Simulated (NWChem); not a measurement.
# KOH (SMILES [OH][K]): PBE0/6-31G(d) (spherical functions)

What is the vertical ionisation energy of KOH at PBE0/6-31G* (spherical functions)? 

Program for the calculation: NWChem 7.3.0.

3 further runs of the same task are left out: 2 that didn't finish, 1 set aside as unsound or not needed.

## Step 1: The molecule

The species is KOH (3 atoms), meant as a singlet with charge 0. SMILES: `[OH][K]`. The coordinates come from a PBE0-D4/def2-TZVP relaxation.

Bond lengths: O1–K2 2.210 Å, O1–H3 0.955 Å. Angles: K2–O1–H3 180.0°.

## Step 2: A single-point energy at PBE0/6-31G(d) (spherical functions)

run.nw reads:

```
start run
title "HKO"
memory total 2200 mb
geometry noautosym nocenter noautoz
 O     -0.368800     0.046800    -0.196900
 K      1.559600    -0.315600     0.819400
 H     -1.201800     0.204000    -0.635700
end
basis spherical bse
 * library 6-31G*
end
dft
 xc pbe0
 grid fine
 convergence energy 1e-08
 iterations 100
 mulliken
 print low
end
task dft energy
```

The run is started by

```
nwchem run.nw > run.out
```

Log, cut to the lines that bear on the results:

```text
[...]
 d= 0,ls=0.0,diis     1   -675.3352921606 -7.19D+02  6.42D-02  1.10D+00     0.6
[...]
 d= 0,ls=0.5,diis    39   -675.4661748140 -8.48D-09  2.22D-06  5.78D-09    14.3
         Total DFT energy =     -675.466174819192
      One electron energy =    -1018.455254823579
           Coulomb energy =      341.259318293755
    Exchange-Corr. energy =      -42.283014369163
 Nuclear repulsion energy =       44.012776079796
[...]
      Total Density - Mulliken Population Analysis
     ---------------------------------------------
    Atom       Charge   Shell Charges
 -----------   ------   -------------------------------------------------------
    1 O    8     8.90   2.00  0.89  2.85  1.02  2.14  0.01
    2 K   19    18.46   2.00  2.00  6.00  2.00  5.99  0.05  0.13 -0.01 -0.00  0.03  0.10  0.17
    3 H    1     0.63   0.49  0.14
[...]
```

Wall time 15 s (1 thread of Intel Xeon 6975P-C (Granite Rapids), shared host); peak memory 0.11 GiB.

## Step 3: The doublet cation, same level

input.nw reads:

```
echo
start input
title "HKO PBE0"
memory 2200 mb
charge 1
geometry noautosym nocenter noautoz
  O       -0.368800       0.046800      -0.196900
  K        1.559600      -0.315600       0.819400
  H       -1.201800       0.204000      -0.635700
end
basis "ao basis" spherical bse
  * library 6-31G*
end
dft
  xc pbe0
  mult 2
  grid fine
  convergence energy 1e-08
  maxiter 100
  mulliken
  print low
end
task dft energy
```

The run is started by

```
nwchem input.nw > input.out
```

Log, cut to the lines that bear on the results:

```text
[...]
 d= 0,ls=0.0,diis     1   -675.1361067516 -7.19D+02  8.49D-03  1.52D-01     0.7
[...]
 d= 0,ls=0.0,diis     8   -675.1978606376 -8.81D-09  9.50D-07  1.34D-09     4.0
[...]
         Total DFT energy =     -675.197860637602
      One electron energy =    -1010.331506782850
           Coulomb energy =      333.132772232991
    Exchange-Corr. energy =      -42.011902167539
 Nuclear repulsion energy =       44.012776079796
[...]
      Total Density - Mulliken Population Analysis
     ---------------------------------------------
    Atom       Charge   Shell Charges
 -----------   ------   -------------------------------------------------------
    1 O    8     8.41   2.00  0.95  2.77  1.00  1.68  0.01
    2 K   19    18.09   2.00  2.00  6.00  2.00  6.01  0.01  0.01  0.00  0.00  0.01  0.03  0.02
    3 H    1     0.50   0.46  0.04
[...]
      <S2> =      0.7523 (Exact =     0.7500)
[...]
```

Wall time 4.8 s (1 thread of Intel Xeon 6975P-C (Granite Rapids), shared host); peak memory 0.11 GiB.

## Step 4: What came out

At PBE0/6-31G* (spherical functions):

| quantity | value |
| --- | --- |
| singlet KOH: total energy | -675.46617 Eh |
| doublet cation: total energy | -675.19786 Eh |
| doublet cation: ⟨S²⟩ | 0.752 |
| vertical ionisation energy (to the doublet cation) | 7.301 eV |

The vertical ionisation energy comes to 7.30 eV (168 kcal/mol). Mulliken charges (singlet KOH) run from -0.90 on O1 to +0.54 on K2; they depend strongly on the basis.
